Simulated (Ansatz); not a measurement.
# CH₃OTe+ (SMILES [CH2+][Te]O): one structure at several levels

One table from this session's results is given with a row withheld; the runs are named, their logs left out.

Program: Ansatz 0.2.0, Gaussian basis. Level of theory: single points in def2-TZVPP. These are calculated values, not measurements.

Correlated methods freeze the cores. Filled d shells of the heavier atoms are correlated. Core potentials replace the inner electrons past krypton, and spin-orbit coupling is left out.

### The starting structure

6 atoms, charge 1, spin multiplicity 1.

Atoms are counted from 1 here; the program's logs count them from 0.

Bond lengths: C1–Te2 1.792 Å, C1–H4 1.108 Å, C1–H5 1.039 Å, Te2–O3 1.774 Å, O3–H6 0.838 Å. Angles: Te2–C1–H4 127.5°, Te2–C1–H5 126.0°, H4–C1–H5 105.9°, C1–Te2–O3 106.3°, Te2–O3–H6 112.0°.

Coordinates:

```csv
atom,x (Å),y (Å),z (Å)
C1,-0.3429,0.2153,-0.9948
Te2,0.7555,-0.9228,-0.1527
O3,0.9952,-0.2686,1.4783
H4,-0.7414,0.1293,-2.0251
H5,-0.8527,1.0083,-0.5576
H6,0.2909,-0.2904,1.9312
```

Set-up of the first run:

File run/in.yaml:

```yaml
crystal:
  periodic: [false, false, false]
  atoms:
    - {symbol: C, position_ang: [-0.342900, 0.215300, -0.994800]}
    - {symbol: Te, position_ang: [0.755500, -0.922800, -0.152700]}
    - {symbol: O, position_ang: [0.995200, -0.268600, 1.478300]}
    - {symbol: H, position_ang: [-0.741400, 0.129300, -2.025100]}
    - {symbol: H, position_ang: [-0.852700, 1.008300, -0.557600]}
    - {symbol: H, position_ang: [0.290900, -0.290400, 1.931200]}
basis:
  gaussian: {orbitals: def2-TZVPP}
total_charge: 1
correlation: {method: ccsd_t}
output: {forces: true}
```

The command line of these runs was not kept.

Steps of the session up to this table: CCSD(T)/def2-TZVPP; PBE0-D4/def2-TZVPP; wB97M-V/def2-TZVPP; r2SCAN-D4/def2-TZVPP; PBE-D4/def2-TZVPP; HSE06-D4/def2-TZVPP; wB97X-V/def2-TZVPP.

One of the session's tables, all rows but one given; the rest of the session is left out.

| method | RMS force component (eV/Å) | angle to CCSD(T) forces (°) |
| --- | --- | --- |
| CCSD(T) | 3.929 | reference |
| PBE0-D4 | 3.844 | 2.1 |
| wB97M-V | ? | ? |
| r2SCAN-D4 | 3.900 | 1.5 |
| PBE-D4 | 4.074 | 3.1 |
| HSE06-D4 | 3.848 | 2.1 |
| wB97X-V | 3.847 | 3.2 |

Q: Estimate the row for wB97M-V from the others.

**Answer.** RMS force component (eV/Å): 3.830; angle to CCSD(T) forces (°): 2.6. In the column «RMS force component (eV/Å)» it is the lowest.
